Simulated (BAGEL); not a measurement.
# A workflow on SiH2OF2 (SMILES O[SiH](F)F)

Aim: a single-point energy (HF/def2-SV(P)), then a single-point energy (NEVPT2(2,2)/def2-SV(P)), then a single-point energy (CASPT2(2,2)/def2-SV(P)) of SiH2OF2. 

Program for the calculation: BAGEL 1.2.2.

1 further run of the same task is left out (set aside as unsound or not needed).

## (1) Starting point

The species is SiH2OF2 (6 atoms), meant as a singlet with charge 0. As SMILES, `O[SiH](F)F`. The O1–H5 distance was set to 2.204 Å, away from the relaxed value. At this shape a bond of the SMILES string is far longer than usual.

Bond lengths: O1–Si2 1.614 Å, Si2–F3 1.584 Å, Si2–F4 1.584 Å, Si2–H6 1.463 Å. Angles: O1–Si2–F3 111.2°, O1–Si2–F4 111.2°, F3–Si2–F4 105.5°, O1–Si2–H6 108.6°, F3–Si2–H6 110.2°, F4–Si2–H6 110.2°.

## (2) A single-point energy at HF/def2-SV(P) (density fitting with svp-jkfit) (run 1)

Contents of hf.json:

```json
{ "bagel" : [

{
  "title" : "molecule",
  "basis" : "def2-sv_p_.json",
  "df_basis" : "svp-jkfit",
  "geometry" : [
    { "atom" : "O", "xyz" : [  1.29316226,  2.03952849,  0.94600068 ] },
    { "atom" : "Si", "xyz" : [  1.47022960, -0.55714417,  2.53639418 ] },
    { "atom" : "F", "xyz" : [  2.62371843, -2.76604504,  0.87797054 ] },
    { "atom" : "F", "xyz" : [ -1.24511787, -1.50862128,  3.36201553 ] },
    { "atom" : "H", "xyz" : [ -0.90215525,  2.23554601, -2.58797993 ] },
    { "atom" : "H", "xyz" : [  3.04380455, -0.11797182,  4.76570409 ] }
  ]
},
{ "title" : "hf" },
{ "title" : "print", "file" : "orbitals.molden", "orbitals" : true }

]}
```

The basis set def2-SV(P) is read from a file made from the Basis Set Exchange's data (not shown).

The run is started by

```sh
$ BAGEL_NUM_THREADS=1 BAGEL hf.json > hf.out
```

What it wrote:

```text
* using 1 threads per process

  ===============================================================
  ===============================================================

  *** Geometry ***

  { "atom" : "O", "xyz" : [      1.293162,      2.039528,      0.946001 ] },
  { "atom" : "Si", "xyz" : [      1.470230,     -0.557144,      2.536394 ] },
  { "atom" : "F", "xyz" : [      2.623718,     -2.766045,      0.877971 ] },
  { "atom" : "F", "xyz" : [     -1.245118,     -1.508621,      3.362016 ] },
  { "atom" : "H", "xyz" : [     -0.902155,      2.235546,     -2.587980 ] },
  { "atom" : "H", "xyz" : [      3.043805,     -0.117972,      4.765704 ] },

  Number of auxiliary basis functions:      395

  Since a DF basis is specified, we compute 2- and 3-index integrals:
    o Being stored without compression. Storage requirement is 0.013 GB

  Number of basis functions:       64
  Number of electrons      :       42

    * METHOD: MOLECULE                             0.19

  *** RHF ***

  === Nuclear Repulsion ===
   184.1632786458

      * DIIS with orbital gradients will be used.

  === RHF iteration (def2-sv_p_.json) ===
      0       -563.00888591          0.03268344           0.06
      1       -562.95941651          0.03658540           0.06
      2       -563.41097873          0.00712915           0.06
[... 13 lines of this table left out ...]
     16       -563.43269093          0.00000001           0.06
    * SCF iteration converged.

    * Permanent dipole moment:
           (    0.376136,    -0.484888,     0.836497) a.u.

    * METHOD: HF                                   1.20

    * METHOD: PRINT                                0.03

  ===============================================================
```

It took 2.1 s on 1 thread of AMD EPYC 7R43 (Zen 3), shared host; peak memory 0.14 GiB.

## (3) A single-point energy at NEVPT2(2,2)/def2-SV(P) (density fitting with svp-jkfit) (run 2)

Contents of calc.json:

```json
{ "bagel" : [

{
  "title" : "molecule",
  "basis" : "def2-sv_p_.json",
  "df_basis" : "svp-jkfit",
  "angstrom" : false,
  "geometry" : [
    { "atom" : "O", "xyz" : [     1.29316226,     2.03952849,     0.94600068 ] },
    { "atom" : "Si", "xyz" : [     1.47022960,    -0.55714417,     2.53639418 ] },
    { "atom" : "F", "xyz" : [     2.62371843,    -2.76604504,     0.87797054 ] },
    { "atom" : "F", "xyz" : [    -1.24511787,    -1.50862128,     3.36201553 ] },
    { "atom" : "H", "xyz" : [    -0.90215525,     2.23554601,    -2.58797993 ] },
    { "atom" : "H", "xyz" : [     3.04380455,    -0.11797182,     4.76570409 ] }
  ]
},

{
  "title" : "hf"
},

{
  "title" : "casscf",
  "nstate" : 1,
  "nact" : 2,
  "nclosed" : 20,
  "nspin" : 0,
  "active" : [21, 22],
  "maxiter" : 200,
  "natocc" : true
},

{
  "title" : "nevpt2",
  "nstate" : 1,
  "nact" : 2,
  "nclosed" : 20,
  "nspin" : 0,
  "active" : [21, 22],
  "maxiter" : 200,
  "natocc" : true,
  "ncore" : 8
},

{
  "title" : "print",
  "file" : "orbitals.molden",
  "orbitals" : true
}

]}
```

The basis set def2-SV(P) is read from a file made from the Basis Set Exchange's data (not shown).

The run is started by

```sh
$ BAGEL_NUM_THREADS=1 BAGEL calc.json > calc.out
```

What it wrote:

```text
* using 1 threads per process

  ===============================================================
  ===============================================================

  *** Geometry ***

[... 30 lines left out ...]
    * SCF iteration converged.
[... 1 line left out ...]
    * Permanent dipole moment:
[... 27 lines left out ...]
    * Second-order optimization converged. *
[... 9 lines left out ...]
     * ci vector, state   0, <S^2> = 0.0000
[... 3 lines left out ...]
    * METHOD: CASSCF                               3.26

    * freezing 8 orbitals

  === DF-NEVPT2 calculation ===

    * 3-index integral transformation done
    * assembly done

      NEVPT2 correlation energy:   -0.5962541262      0.13

          (+0)     -0.5357929238
          (+0)'    -0.0121190841
          (+1)     -0.0101625620
          (+1)'    -0.0000000000
          (+2)     -0.0001600081
          (-1)     -0.0375663664
          (-1)'     0.0000000000
          (-2)     -0.0004531818

      NEVPT2 total energy:       -564.1476675513

    * METHOD: NEVPT2                               0.26

    * METHOD: PRINT                                0.03

  ===============================================================
```

Run time: 5.7 s. Hardware: 1 thread of AMD EPYC 7R43 (Zen 3), shared host; peak memory 0.14 GiB.

## (4) The energy at CASPT2(2,2)/def2-SV(P) (density fitting with svp-jkfit) (run 3)

Contents of input.json:

```json
{ "bagel" : [

{
  "title" : "molecule",
  "basis" : "def2-sv_p_.json",
  "df_basis" : "svp-jkfit",
  "geometry" : [
    { "atom" : "O", "xyz" : [  1.29316226,  2.03952849,  0.94600068 ] },
    { "atom" : "Si", "xyz" : [  1.47022960, -0.55714417,  2.53639418 ] },
    { "atom" : "F", "xyz" : [  2.62371843, -2.76604504,  0.87797054 ] },
    { "atom" : "F", "xyz" : [ -1.24511787, -1.50862128,  3.36201553 ] },
    { "atom" : "H", "xyz" : [ -0.90215525,  2.23554601, -2.58797993 ] },
    { "atom" : "H", "xyz" : [  3.04380455, -0.11797182,  4.76570409 ] }
  ]
},
{
  "title" : "hf"
},
{
  "title" : "casscf",
  "nstate" : 1,
  "nact" : 2,
  "nclosed" : 20,
  "active" : [21, 22],
  "maxiter" : 200,
  "natocc" : "true"
},
{
  "title" : "print",
  "file" : "orbitals.molden",
  "orbitals" : "true"
},
{
  "title" : "smith",
  "method" : "caspt2",
  "ms" : "true",
  "xms" : "true",
  "sssr" : "true",
  "shift" : 0.2,
  "shift_imag" : "true",
  "ncore" : 8
}

]}
```

The basis set def2-SV(P) is read from a file made from the Basis Set Exchange's data (not shown).

The run is started by

```sh
$ BAGEL_NUM_THREADS=1 BAGEL input.json > input.out
```

What it wrote:

```text
* using 1 threads per process

  ===============================================================
  ===============================================================

  *** Geometry ***

[... 32 lines left out ...]
    * Permanent dipole moment:
[... 37 lines left out ...]
     * ci vector, state   0, <S^2> = 0.0000
[... 21 lines left out ...]
       #      aibj      arbs      arbi      airj      risj      airs      arst      rist         Etot      error   time
[... 8 lines left out ...]
      ------------------------------------------------------------------------------------------------------------------

    * CASPT2 energy : state  0     -564.1529166144
        w/o shift correction       -564.1512084636
        reference weight              0.8743008161

    * METHOD: SMITH                                0.59

  ===============================================================
```

Wall time 6.9 s (1 thread of AMD EPYC 7R43 (Zen 3), shared host); peak memory 0.14 GiB.

## (5) Summary of results

| quantity | value |
| --- | --- |
| run 1, HF/def2-SV(P): total energy | -563.43269 Eh |
| run 1, HF/def2-SV(P): dipole moment | 2.64 D |
| run 1, HF/def2-SV(P): HOMO energy | -11.94 eV |
| run 1, HF/def2-SV(P): LUMO energy | -3.02 eV |
| run 1, HF/def2-SV(P): HOMO–LUMO gap | 8.91 eV |
| run 2, NEVPT2(2,2)/def2-SV(P): total energy | -564.14767 Eh |
| run 3, CASPT2(2,2)/def2-SV(P): total energy | -564.15292 Eh |

What this shows: One bond (run 1, HF/def2-SV(P)) is far stretched, which a spin-restricted single reference describes badly; a broken-symmetry solution may lie lower.
